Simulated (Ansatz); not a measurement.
# C3H9BO: up Jacob's ladder to CCSD(T)

An exercise on one series of results from a longer session: the logs are not shown, and one member is left open.

Computed with Ansatz 0.2.0, Gaussian basis. Level: functionals in def2-TZVPP, the program's frozen cores in correlated methods.

The runs, in order: LDA (SPW92), PBE-D4, revPBE-D4, BLYP-D4, r2SCAN-D4, B97M-V, PBE0-D4, B3LYP-D4, r2SCANh-D4, r2SCAN0-D4, HSE06-D4, BHLYP-D4, CAM-B3LYP-D4, LC-ωPBE, ωB97X-V, ωB97M-V, B2PLYP, PBE-QIDH; CCSD(T)/def2-SVP; CCSD(T)/def2-TZVPP; MP2/def2-QZVPP; extrapolation to the limit; RPA on PBE.

## The geometry

All runs share one geometry, relaxed beforehand with PBE0-D4 in a triple-zeta def2 set.

14 atoms, charge 0, spin multiplicity 1.

Atoms are counted from 1 here; the program's logs count them from 0.

Bond lengths: B1–C2 1.555 Å, B1–H6 1.196 Å, B1–H7 1.201 Å, C2–C3 1.499 Å, C2–C4 1.498 Å, C2–O5 1.530 Å, C3–H8 1.093 Å, C3–H9 1.096 Å, C3–H10 1.093 Å, C4–H11 1.093 Å, C4–H12 1.090 Å, C4–H13 1.095 Å, O5–H14 0.964 Å. Angles: C2–B1–H6 120.0°, C2–B1–H7 118.5°, H6–B1–H7 120.4°, B1–C2–C3 121.9°, B1–C2–C4 121.5°, B1–C2–O5 65.3°, C3–C2–C4 114.6°, C3–C2–O5 110.8°, C4–C2–O5 107.8°, C2–C3–H8 111.7°, C2–C3–H9 112.2°, C2–C3–H10 108.8°, H8–C3–H9 109.5°, H8–C3–H10 106.9°, H9–C3–H10 107.5°, C2–C4–H11 108.7°, C2–C4–H12 111.0°, C2–C4–H13 112.1° and more.

Set-up of the first run:

in.yaml reads:

```yaml
crystal:
  periodic: [false, false, false]
  atoms:
    - {symbol: B, position_ang: [-1.221839, 0.919649, -0.424859]}
    - {symbol: C, position_ang: [-0.070674, 0.000225, 0.073527]}
    - {symbol: C, position_ang: [1.327336, 0.509239, 0.258315]}
    - {symbol: C, position_ang: [-0.349315, -1.314509, 0.735039]}
    - {symbol: O, position_ang: [-0.406094, -0.142588, -1.412271]}
    - {symbol: H, position_ang: [-2.359973, 0.572156, -0.305841]}
    - {symbol: H, position_ang: [-0.960947, 2.051821, -0.727935]}
    - {symbol: H, position_ang: [1.498981, 1.432563, -0.300885]}
    - {symbol: H, position_ang: [2.079955, -0.235544, -0.025356]}
    - {symbol: H, position_ang: [1.479377, 0.744564, 1.314625]}
    - {symbol: H, position_ang: [-0.348199, -1.168400, 1.818424]}
    - {symbol: H, position_ang: [-1.331087, -1.693727, 0.451546]}
    - {symbol: H, position_ang: [0.409152, -2.066558, 0.493280]}
    - {symbol: H, position_ang: [0.240428, 0.362006, -1.918809]}
basis:
  gaussian: {orbitals: def2-TZVPP}
hamiltonian: {xc: lda}
output: {orbitals: {seedname: orbitals}}
```

On the command line:

```sh
> ansatz run in.yaml --threads 4 --pin off --events-out ev --progress --plain --max-ram 10444MiB
```

Among the steps run: LDA; PBE-D4 (GGA); revPBE-D4 (GGA); BLYP-D4 (GGA); r2SCAN-D4 (meta-GGA); B97M-V (meta-GGA); PBE0-D4 (hybrid); B3LYP-D4 (hybrid); r2SCANh-D4 (hybrid); r2SCAN0-D4 (hybrid); HSE06-D4 (hybrid); BHLYP-D4 (hybrid); CAM-B3LYP-D4 (range-separated); LC-ωPBE (range-separated); ωB97X-V (range-separated); ωB97M-V (range-separated); B2PLYP (double hybrid); PBE-QIDH (double hybrid).

One of the session's tables, all rows but one given; the rest of the session is left out.

It belongs to the step «Orbital energies across the functionals». 

```
  functional  HOMO (eV)  LUMO (eV)  gap (eV)
 LDA (SPW92)      -6.52      -0.65      5.88
      PBE-D4      -6.40      -0.46      5.94
   revPBE-D4      -6.35      -0.36      5.98
     BLYP-D4      -6.32      -0.45      5.87
   r2SCAN-D4      -6.64       0.15      6.78
      B97M-V          ?          ?         ?
     PBE0-D4      -7.72       0.47      8.20
    B3LYP-D4      -7.55       0.13      7.67
  r2SCANh-D4      -7.13       0.45      7.58
  r2SCAN0-D4      -7.88       0.87      8.75
    HSE06-D4      -7.32       0.10      7.42
    BHLYP-D4      -9.02       1.19     10.21
CAM-B3LYP-D4      -9.17       1.29     10.46
     LC-ωPBE     -10.50       2.62     13.12
     ωB97X-V     -10.15       2.40     12.55
     ωB97M-V     -10.04       1.98     12.02
```

Estimate the missing values for B97M-V.

As computed: HOMO (eV): -6.76; LUMO (eV): -0.22; gap (eV): 6.53. In the column «HOMO (eV)» it lies between r2SCANh-D4 (-7.13) and r2SCAN-D4 (-6.64).
